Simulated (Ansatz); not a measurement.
# C: the crystal squeezed far

The task here is to estimate one member of a computed series from the others.

Computed with Ansatz 0.2.0 (DFT, PBE, PAW with Ansatz's default frozen-core files, scalar-relativistic, unless a step's input says otherwise).

**The system as given**

The structure is cubic, space group Fd-3m (No. 227). Conventional cell: a = 4.021 Å, b = 4.021 Å, c = 4.021 Å, α = 90.00°, β = 90.00°, γ = 90.00°. Around C (site symmetry -43m) lie 4 C at 1.74 Å.

As a file:

```cif
data_structure
_symmetry_space_group_name_H-M 'P 1'
_symmetry_Int_Tables_number 1
_cell_length_a 2.8431
_cell_length_b 2.8431
_cell_length_c 2.8431
_cell_angle_alpha 60.000
_cell_angle_beta 60.000
_cell_angle_gamma 60.000
_cell_volume 16.25
loop_
_atom_site_label
_atom_site_type_symbol
_atom_site_fract_x
_atom_site_fract_y
_atom_site_fract_z
_atom_site_occupancy
C1 C 0.87500 0.87500 0.87500 1
C2 C 0.12500 0.12500 0.12500 1
```

Whether this phase is the stable one at these pressures isn't tested.

Atoms are numbered in the order of the input: C1, C2.

The first run:

Contents of input.yaml:

```yaml
crystal:
  lattice:
    - [0.0, 2.0103628793, 2.0103628793]
    - [2.0103628793, 0.0, 2.0103628793]
    - [2.0103628793, 2.0103628793, 0.0]
  atoms:
    - { symbol: C, position: [-0.125, -0.125, -0.125] }
    - { symbol: C, position: [0.125, 0.125, 0.125] }
kpoints:
  mp_grid: { grid: [18, 18, 18] }
scf:
  occupations: { method: fermi_dirac, width: 0.1 }
hamiltonian:
  xc: pbe
  pseudopotentials: { kind: paw }
output:
  forces: true
  stress: true
relax:
  f_tol: 0.005
  max_steps: 40
  cell: {}
```

Run with:

```console
$ ansatz run input.yaml --threads 1 --pin off --max-ram 2048MiB --backend cpu --events-out ev --progress --plain --runs-dir out
```

Steps of the session up to this table: Cell relaxed at zero pressure, PAW; More of the same log: cell relaxed at zero pressure; Volume scaled by 1, PAW; Volume scaled by 0.95, PAW; Volume scaled by 0.95, PAW (cutoff 250 eV); Volume scaled by 0.85, PAW; Volume scaled by 0.75, PAW; Volume scaled by 0.65, PAW; Volume scaled by 0.55, PAW; Volume scaled by 0.55, PAW (cutoff 250 eV); Volume scaled by 0.45, PAW; Volume scaled by 0.4, PAW; Volume scaled by 0.4, PAW (partial_waves polarizable).

One of the session's tables, all rows but one given; the rest of the session is left out.

```
                         method  volume over the first  volume (Å³/atom)  pressure (GPa)  gap on the k mesh (eV)
                            PAW                      1             5.695           -0.02                    4.15
                            PAW                   0.95                 ?               ?                       ?
                            PAW                   0.85             4.841           94.59                    4.52
                            PAW                   0.75             4.271          209.21                    4.83
                            PAW                   0.65             3.702          402.22                    5.22
                            PAW                   0.55             3.132          743.57                    5.77
                            PAW                   0.45             2.563         1392.21                    6.52
                            PAW                    0.4             2.278         1942.65                    7.05
            PAW (cutoff 250 eV)                   0.95             5.410           41.46                    4.34
            PAW (cutoff 250 eV)                   0.55             3.132          747.23                    5.78
PAW (partial_waves polarizable)                    0.4             2.278         1942.60                    7.05
```

Estimate the missing values for PAW, 0.95.

As computed: volume (Å³/atom): 5.410; pressure (GPa): 24.38; gap on the k mesh (eV): 4.26.

Limits of these values: Warnings in the runs' records: cutoff below recommended.
